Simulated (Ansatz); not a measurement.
# SiSe3 (element-swapped structure): how the settings move a relaxation

Question: which choices in the input matter for SiSe3 (element-swapped structure)?

Computed with Ansatz 0.2.0 (reference: DFT PBE, plane waves, PAW, scalar-relativistic, no spin polarisation, unless a step's input says otherwise).

### 1 The structure to begin with

The structure is hexagonal, space group P6_3/m (No. 176). The conventional cell has a = 6.175 Å, b = 6.175 Å, c = 6.409 Å, α = 90.00°, β = 90.00°, γ = 120.00°. Si (site symmetry -6) is surrounded by 3 Se at 1.88 Å. Se (site symmetry m) is surrounded by 1 Si at 1.88 Å.

Structure file:

```
CELL_PARAMETERS angstrom
3.08737 5.34748 0.00000
-3.08737 5.34748 0.00000
0.00000 0.00000 6.40853
ATOMIC_POSITIONS crystal
Si 0.66670 0.66660 0.25000
Si 0.33340 0.33330 0.75000
Se 0.35498 0.96175 0.25000
Se 0.03825 0.31673 0.75000
Se 0.68327 0.35498 0.25000
Se 0.64502 0.03825 0.75000
Se 0.96175 0.68327 0.25000
Se 0.31673 0.64502 0.75000
```

### 2 Baseline

Input file input.yaml:

```yaml
crystal:
  lattice:
    - [3.087372, 5.347483, 0.0]
    - [-3.087372, 5.347483, 0.0]
    - [0.0, 0.0, 6.408528]
  atoms:
    - { symbol: Si, position: [0.6667, 0.6666, 0.25] }
    - { symbol: Si, position: [0.3334, 0.3333, 0.75] }
    - { symbol: Se, position: [0.35498, 0.96175, 0.25] }
    - { symbol: Se, position: [0.03825, 0.31673, 0.75] }
    - { symbol: Se, position: [0.68327, 0.35498, 0.25] }
    - { symbol: Se, position: [0.64502, 0.03825, 0.75] }
    - { symbol: Se, position: [0.96175, 0.68327, 0.25] }
    - { symbol: Se, position: [0.31673, 0.64502, 0.75] }
  symmetry: { tolerance: 0.0003 }
kpoints:
  mp_grid: { grid: [4, 4, 3], shift: [0, 0, 0] }
magnetization:
  spin_polarized: false
scf:
  occupations: { method: cold, width: 0.2773 }
hamiltonian:
  pseudopotentials: { kind: paw }
  xc: pbe
basis:
  ecutwfc: 420
output:
  forces: true
  stress: true
  eigenvalues: true
  write_density: true
  write_potential: true
  elf: true
  volumetric_format: npy
relax:
  max_steps: 40
  cell: {}
```

Run with:

```console
$ ansatz run input.yaml --threads 1 --pin off --max-ram 2560MiB --backend cpu --events-out ev --progress --plain --runs-dir out
```

### 3 Variant: mp_grid.grid [3, 3, 2]

input.yaml: that of step 2 with these lines changed.

```diff
@@ -16,3 +16,3 @@
 kpoints:
-  mp_grid: { grid: [4, 4, 3], shift: [0, 0, 0] }
+  mp_grid: { grid: [3, 3, 2], shift: [0, 0, 0] }
 magnetization:
@@ -30,6 +30,2 @@
   eigenvalues: true
-  write_density: true
-  write_potential: true
-  elf: true
-  volumetric_format: npy
 relax:
```

### 4 Changed: occupations.method tetrahedron_uncorrected, ecutwfc 800 eV, width left out

input.yaml: that of step 2 with these lines changed.

```diff
@@ -20,3 +20,3 @@
 scf:
-  occupations: { method: cold, width: 0.2773 }
+  occupations: { method: tetrahedron_uncorrected }
 hamiltonian:
@@ -25,3 +25,3 @@
 basis:
-  ecutwfc: 420
+  ecutwfc: "800 eV"
 output:
@@ -30,6 +30,2 @@
   eigenvalues: true
-  write_density: true
-  write_potential: true
-  elf: true
-  volumetric_format: npy
 relax:
```

### 5 The same system, input altered

input.yaml: that of step 2 with these lines changed.

```diff
@@ -22,3 +22,3 @@
 hamiltonian:
-  pseudopotentials: { kind: paw }
+  pseudopotentials: { kind: nc, accuracy: standard }
   xc: pbe
@@ -30,6 +30,2 @@
   eigenvalues: true
-  write_density: true
-  write_potential: true
-  elf: true
-  volumetric_format: npy
 relax:
```

### 7 Changed: mp_grid.grid [6, 6, 4], f_tol 0.02, max_displacement 0.3

input.yaml: that of step 2 with these lines changed.

```diff
@@ -16,3 +16,3 @@
 kpoints:
-  mp_grid: { grid: [4, 4, 3], shift: [0, 0, 0] }
+  mp_grid: { grid: [6, 6, 4], shift: [0, 0, 0] }
 magnetization:
@@ -30,6 +30,2 @@
   eigenvalues: true
-  write_density: true
-  write_potential: true
-  elf: true
-  volumetric_format: npy
 relax:
@@ -37 +33,3 @@
   cell: {}
+  f_tol: 0.02
+  max_displacement: 0.3
```

(Steps that only read results are left out.)

Q: Predict the outcome of this session. Wanted: for each run, ending; energy change; pressure; gap; force.

As calculated:

```
                                                                          run         ending         energy change  pressure (GPa)  gap (eV)  force (eV/Å)  cycles     time
                                                                    reference      converged                     0             0.0      0.00          0.00     112     91 s
                                                    1: mp_grid.grid [3, 3, 2]      converged         -3.7 meV/atom             0.0      0.00          0.00     103     64 s
2: occupations.method tetrahedron_uncorrected, ecutwfc 800 eV, width left out      converged  +30.5 meV/atom (σ→0)             0.0      0.00          0.00      96  1.9 min
              3: pseudopotentials.kind nc, pseudopotentials.accuracy standard  not converged                     -               -         -             -     259  2.1 min
                  4: mp_grid.grid [6, 6, 4], f_tol 0.02, max_displacement 0.3      converged        +12.1 meV/atom             0.0      0.00          0.00     102  3.4 min
```

Times don't compare one to one where runs were asked for different outputs or read a saved state (see the inputs); cycles may leave out searches for a lower state.

What this shows: Semilocal functionals close small gaps, so the missing gap need not be the real solid's. Of the variants the dearest is «mp_grid.grid [6, 6, 4], f_tol 0.02, max_displacement 0.3» (3.4 min), the cheapest «mp_grid.grid [3, 3, 2]» (64 s), on a shared host. 1 of the 4 altered inputs did not end normally.

Caveats on the reference run: its mesh is coarse for a cell with so small a gap or none.
